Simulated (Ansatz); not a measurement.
**8 Cl2 in a periodic box: a dynamics run in two tries**

Aim: a short trajectory for this system. The molecules were packed at random to 1.57 g/cm³.

Program: Ansatz 0.2.0. Level of theory: DFT PBE+D3(BJ), plane waves, PAW, scalar-relativistic, no spin polarisation. These are calculated values, not measurements.

## (1) The starting structure

The cell holds 16 atoms (Cl16): a = 8.434 Å, b = 8.434 Å, c = 8.434 Å, α = 90.00°, β = 90.00°, γ = 90.00°.

Structure file:

```cif
data_structure
_symmetry_space_group_name_H-M 'P 1'
_symmetry_Int_Tables_number 1
_cell_length_a 8.4343
_cell_length_b 8.4343
_cell_length_c 8.4343
_cell_angle_alpha 90.000
_cell_angle_beta 90.000
_cell_angle_gamma 90.000
_cell_volume 600.00
loop_
_atom_site_label
_atom_site_type_symbol
_atom_site_fract_x
_atom_site_fract_y
_atom_site_fract_z
_atom_site_occupancy
Cl1 Cl 0.86689 0.40006 0.05069 1
Cl2 Cl 0.80558 0.39900 0.28163 1
Cl3 Cl 0.11392 0.98062 0.01478 1
Cl4 Cl 0.35352 0.94030 0.93516 1
Cl5 Cl 0.42517 0.82073 0.54726 1
Cl6 Cl 0.24213 0.99121 0.48466 1
Cl7 Cl 0.74185 0.84129 0.29133 1
Cl8 Cl 0.81747 0.89218 0.07295 1
Cl9 Cl 0.47613 0.34177 0.24347 1
Cl10 Cl 0.47047 0.30973 0.50786 1
Cl11 Cl 0.06388 0.25950 0.61224 1
Cl12 Cl 0.86743 0.13197 0.66050 1
Cl13 Cl 0.43833 0.36137 0.89988 1
Cl14 Cl 0.34272 0.58800 0.93537 1
Cl15 Cl 0.83371 0.62912 0.55554 1
Cl16 Cl 0.80793 0.63276 0.77740 1
```

## (2) First attempt

input.yaml

```yaml
accuracy: low
crystal:
  lattice:
    - [8.434327, 0.0, 0.0]
    - [0.0, 8.434327, 0.0]
    - [0.0, 0.0, 8.434327]
  atoms:
    - { symbol: Cl, position: [0.86689438, 0.40005884, 1.05069151] }
    - { symbol: Cl, position: [0.80558402, 0.3990005, 1.28163278] }
    - { symbol: Cl, position: [0.1139176, -0.01938315, 0.01477872] }
    - { symbol: Cl, position: [0.35351672, -0.0597013, -0.06484113] }
    - { symbol: Cl, position: [0.42517043, 0.82072807, 0.54725709] }
    - { symbol: Cl, position: [0.24212902, 0.99121095, 0.48465787] }
    - { symbol: Cl, position: [0.74184606, 0.84129344, 0.29133014] }
    - { symbol: Cl, position: [0.81747384, 0.89218322, 0.07295075] }
    - { symbol: Cl, position: [0.47612761, 0.34177166, 0.2434692] }
    - { symbol: Cl, position: [0.47046738, 0.30973414, 0.50785752] }
    - { symbol: Cl, position: [1.06388271, 0.25949571, 0.61224164] }
    - { symbol: Cl, position: [0.86743459, 0.13196565, 0.66049567] }
    - { symbol: Cl, position: [0.43833353, 0.36137466, -0.10012024] }
    - { symbol: Cl, position: [0.34272232, 0.58799578, -0.06462897] }
    - { symbol: Cl, position: [0.83371344, 0.62911695, 0.55553935] }
    - { symbol: Cl, position: [0.80792505, 0.63275685, 0.77740436] }
basis:
  ecutwfc: 420.0
kpoints:
  mp_grid: { grid: [1, 1, 1] }
hamiltonian:
  xc: pbe
  dispersion: d3bj
scf:
  occupations: { method: fermi_dirac, width: 0.02 }
  lower_state_search: "off"
  max_iter: 81
md:
  timestep: -0.5
  n_steps: 25
  ensemble: nvt_langevin
  temperature: 1500.0
  initial_velocities: maxwell_boltzmann
  seed: 811275
  friction: 0.01
```

On the command line:

```sh
$ ansatz run input.yaml --threads 1 --pin off --max-ram 3072MiB --backend cpu --events-out ev --progress --plain --runs-dir out
```

What does the calculation give? Wanted: first try.

**Answer**, as computed:

| quantity | value |
| --- | --- |
| first try | refused |
| cause | the time step is negative |

The fault in the first input was caught at the input check and cost nothing.
